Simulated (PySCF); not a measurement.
# Ni²⁺: dipole response in dyall-av2z

Aim: the static polarisability and the C₆ coefficient of Ni²⁺, method by method.

Method: unrestricted determinants in a Gaussian basis, no spin-orbit coupling in the energies. Code: PySCF 2.14.0.

## 1. Starting point

| Item | Value |
| --- | --- |
| Element | nickel (Z = 28) |
| Basis | dyall-av2z (16s12p7d2f, 101 functions) |
| Hamiltonian | no relativity, point nucleus |
| State 1 | Ni²⁺: [Ar] 3d8, high-spin 3F determinant |
| Methods | MN15, PBEsol |

The outer shells:

Ni2+ [Ar] 3d8
```
[Ar] core
3d [↑↓][↑↓][↑↓][↑ ][↑ ]
```

The runs were made by one driver on top of PySCF. The scripts below sum up each run's settings (the driver also hands on starting orbitals that pick excited configurations, and frozen orbitals as a list rather than a count), and the logs come from the driver's own runs. The driver starts from symmetry-adapted Hartree-Fock orbitals, holds the occupation by maximum overlap and uses a logarithmic radial grid for functionals, so a plain start would take other cycles.

The integrals over 101 functions and the set-up took 0.38 s of CPU time.

## 2. Ni²⁺: the ladder of methods

Level: MN15.

input.py

```python
from pyscf import gto, scf, dft, mp, cc
import basis_set_exchange as bse
mol = gto.M(atom="Ni 0 0 0", charge=2, spin=2, symmetry="D2h",
            basis=gto.basis.parse(bse.get_basis("dyall-av2z", elements=["Ni"], fmt="nwchem")))
mf = dft.UKS(mol, xc="MN15")
mf.irrep_nelec = {'Ag': (5, 3), 'B1g': (1, 1), 'B2g': (1, 1), 'B3g': (1, 1), 'B1u': (2, 2), 'B2u': (2, 2), 'B3u': (2, 2)}
mf.kernel()
```

Standard output:

```text
damping factor = 0
level_shift factor = 0
DIIS = <class 'pyscf.scf.diis.CDIIS'>
diis_start_cycle = 1
diis_space = 10
diis_damp = 0
SCF conv_tol = 1e-09
SCF conv_tol_grad = None
number electrons alpha = 14  beta = 12
XC functionals = MN15
    H. S. Yu, X. He, S. L. Li, and D. G. Truhlar.,  Chem. Sci. 7, 5032-5051 (2016)
    H. S. Yu, X. He, S. L. Li, and D. G. Truhlar.,  Chem. Sci. 7, 5032-5051 (2016)
cycle= 1 E= -1507.75701275854  delta_E= -0.268  |g|=  3.3  |ddm|= 0.259
cycle= 2 E= -1507.75877422426  delta_E= -0.00176  |g|= 0.255  |ddm|= 0.0267
cycle= 3 E= -1507.75874255014  delta_E= 3.17e-05  |g|= 0.0369  |ddm|= 0.0122
cycle= 4 E= -1507.75887846892  delta_E= -0.000136  |g|= 0.0138  |ddm|= 0.00803
cycle= 5 E= -1507.75889633657  delta_E= -1.79e-05  |g|= 0.000422  |ddm|= 0.00194
cycle= 6 E= -1507.75889636333  delta_E= -2.68e-08  |g|= 8.16e-05  |ddm|= 9.81e-05
cycle= 7 E= -1507.75889637525  delta_E= -1.19e-08  |g|= 5.54e-05  |ddm|= 9.01e-05
cycle= 8 E= -1507.75889633449  delta_E= 4.08e-08  |g|= 0.00044  |ddm|= 0.000156
cycle= 9 E= -1507.75889637606  delta_E= -4.16e-08  |g|= 3.52e-05  |ddm|= 0.00012
cycle= 10 E= -1507.75889637634  delta_E= -2.86e-10  |g|= 8.96e-06  |ddm|= 8.95e-06
converged SCF energy = -1507.75889637634  <S^2> = 2.001409  2S+1 = 3.0009392
```

CPU time 3 min on a shared host, the integrals not counted.

The occupied shells:

```
shell  electrons  mean orbital energy (eV)  spread (eV)  rms radius (bohr)
 1s β          1                   -8122.6            0             0.0637
 1s α          1                   -8122.6            0             0.0637
 2s α          1                   -973.41            0              0.272
 2s β          1                   -973.24            0              0.272
 2p α          3                   -864.27            0              0.240
 2p β          3                   -863.82            0              0.240
 3s α          1                   -129.10            0              0.820
 3s β          1                   -127.86            0              0.820
 3p α          3                   -95.154            0              0.854
 3p β          3                   -93.272            0              0.854
 3d α          5                   -33.234        0.703               1.09
 3d β          3                   -31.200            0               1.09
```

⟨S²⟩ = 2.001, ⟨L²⟩ = 12.00.

The driver then solved the coupled dipole response at imaginary frequencies: mean α = 3.075 bohr³, C₆ = 8.356 au for a like pair.

Level: PBEsol.

Changes to input.py:

```diff
@@ -4,3 +4,3 @@
             basis=gto.basis.parse(bse.get_basis("dyall-av2z", elements=["Ni"], fmt="nwchem")))
-mf = dft.UKS(mol, xc="MN15")
+mf = dft.UKS(mol, xc="PBEsol")
 mf.irrep_nelec = {'Ag': (5, 3), 'B1g': (1, 1), 'B2g': (1, 1), 'B3g': (1, 1), 'B1u': (2, 2), 'B2u': (2, 2), 'B3u': (2, 2)}
```

Standard output:

```text
damping factor = 0
level_shift factor = 0
DIIS = <class 'pyscf.scf.diis.CDIIS'>
diis_start_cycle = 1
diis_space = 10
diis_damp = 0
SCF conv_tol = 1e-09
SCF conv_tol_grad = None
number electrons alpha = 14  beta = 12
XC functionals = PBEsol
    J. P. Perdew, A. Ruzsinszky, G. I. Csonka, O. A. Vydrov, G. E. Scuseria, L. A. Constantin, X. Zhou, and K. Burke.,  Phys. Rev. Lett. 100, 136406 (2008)
    J. P. Perdew, A. Ruzsinszky, G. I. Csonka, O. A. Vydrov, G. E. Scuseria, L. A. Constantin, X. Zhou, and K. Burke.,  Phys. Rev. Lett. 100, 136406 (2008)
cycle= 1 E= -1505.7805832148  delta_E= -0.0213  |g|= 0.159  |ddm|= 0.122
cycle= 2 E= -1505.77236409624  delta_E= 0.00822  |g|= 0.317  |ddm|= 0.0905
cycle= 3 E= -1505.78485133664  delta_E= -0.0125  |g|= 0.0269  |ddm|= 0.0495
cycle= 4 E= -1505.78496845224  delta_E= -0.000117  |g|= 0.000681  |ddm|= 0.00582
cycle= 5 E= -1505.78496848927  delta_E= -3.7e-08  |g|= 4.82e-05  |ddm|= 0.000103
cycle= 6 E= -1505.78496848991  delta_E= -6.35e-10  |g|= 1.81e-06  |ddm|= 2.11e-05
converged SCF energy = -1505.78496848991  <S^2> = 2.0007419  2S+1 = 3.0004945
```

It used 35 s of CPU time after the integrals (shared host).

The driver then solved the coupled dipole response at imaginary frequencies: mean α = 3.282 bohr³, C₆ = 9.036 au for a like pair.

Radial density 4πr²ρ of Ni²⁺ at PBEsol:

```
r (bohr)   density  spin density
0.000947     0.159         0.000
 0.00159     0.436         0.000
 0.00268      1.16         0.000
 0.00451      2.96         0.000
 0.00758      7.05         0.000
  0.0128      15.0        -0.001
  0.0215      26.1        -0.001
  0.0361      33.6        -0.001
  0.0607      29.4        -0.001
   0.102      28.4         0.014
   0.172      38.2         0.160
   0.289      23.3         0.809
   0.486      17.8         1.896
   0.817      17.1         1.827
    1.37      4.48         0.689
    2.31     0.438         0.079
    3.89    0.0154         0.002
    6.54  1.61e-05         0.000
```

## 3. The response side by side

Ni²⁺, in atomic units:

```
method  mean α  C₆ (like pair)  S(−4)
  MN15   3.075           8.356  4.761
PBEsol   3.282           9.036  5.941
```

α(iu) at PBEsol:

```
u (hartree)  α(iu) (bohr³)
          0          3.282
     0.0500          3.267
      0.100          3.225
      0.200          3.072
      0.300          2.867
      0.500          2.445
      0.750          2.018
       1.00          1.700
       1.50          1.258
       2.00         0.9659
       3.00         0.6226
       5.00         0.3315
```

## 4. Results

```
 quantity                                 value
α of Ni²⁺  3.075 (MN15) to 3.282 (PBEsol) bohr³
```

A single London oscillator with the computed α and C₆ of Ni²⁺ at MN15 would have ω = 4 C₆ / (3 α²) = 1.18 hartree. All values hold for this basis alone; no basis-set limit was taken.
